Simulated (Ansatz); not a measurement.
Consider a convergence test of the plane-wave cutoff of Se, space group R-3m (the Ansatz DFT code, driven from Python).

The script, `ecut_se.py`:
```python
# -*- coding: utf-8 -*-
'''Cutoff test for Se.'''

import csv
import warnings

import ansatz as az

warnings.simplefilter('ignore', az.DeckWarning)

lattice = az.Lattice.of(
    [1.925, 1.11139927, 0.88166667],
    [-1.925, 1.11139927, 0.88166667],
    [0.0, -2.22279854, 0.88166667],
)
sites = [
    ('Se', [0.0, 0.0, 0.0]),
]
xtal = az.Crystal(lattice=lattice)
for symbol, position in sites:
    xtal = xtal.atom(symbol, position)

calc = (
    xtal.calculation()
    .functional('LDA')
    .kpoints(mesh=(9, 9, 9), center='gamma')
    .occupations('fermi_dirac', width=0.3)
    .mixing('anderson', preconditioner='kerker')
    .scf(max_iterations=100)
    .band_table()
)

rows = []
for value in [250, 300, 350, 400, 450]:
    r = calc.basis(value).run(threads=1).report
    rows.append((value, r['free_energy_ev'] / len(r['lattice']['sites']), r['n_iterations'], r['gap_by_band_count_ev'], r['n_pw']))

with open('ecut.csv', 'w', newline='') as handle:
    writer = csv.writer(handle)
    writer.writerow(['cutoff (eV)', 'F/atom (eV)', 'iterations', 'gap by band count (eV)', 'plane waves'])
    writer.writerows([round(v, 5) if isinstance(v, float) else v for v in row] for row in rows)

# the last row is the reference
for row in rows[:-1]:
    shift = 1000 * (row[1] - rows[-1][1])
    print(f'{row[0]}: {shift:+.2f} meV/atom' + ('  (within 5 meV)' if abs(shift) < 5 else ''))
```

How fast does the energy converge with the cutoff (threshold 5 meV an atom)?

From 350 eV on it stays within 5 meV an atom of the value at 450 eV; the first row (250 eV) is off by 393.6 meV and the last but one by 1.11 meV. The energy falls steadily, as expected when plane waves are added.

The output:

```console
$ python ecut_se.py
250: +393.64 meV/atom
300: +32.71 meV/atom
350: +3.24 meV/atom  (within 5 meV)
400: +1.11 meV/atom  (within 5 meV)
```

`ecut.csv`, as written:
```csv
cutoff (eV),F/atom (eV),iterations,gap by band count (eV),plane waves
250,-5380.29094,7,-14.30093,99
300,-5380.65187,7,-14.35518,135
350,-5380.68134,7,-14.36051,165
400,-5380.68347,7,-14.36036,201
450,-5380.68458,8,-14.36007,243
```

Caveats:
- For a metal this k-point mesh is coarse: on a finer one energies can move by several to tens of meV an atom and pressures by half a GPa or more, differences at one mesh by less.
- A Fermi-Dirac width this large means warm electrons, whose thermal share enters the free energy.
- A gap by band count of zero or less means overlapping bands, a metal.
- This isn't the structure that Se takes at ambient conditions.
- Levels are Kohn-Sham eigenvalues on this mesh, without spin-orbit coupling.
- Shifts are counted from the last row, which is itself no proven limit.
- The script silences the warnings on its input, which a real study should read.

(A comment or docstring line of the script was reworded after the run, the code is as it ran; lines on the test bed's own set-up are left out of the output.)
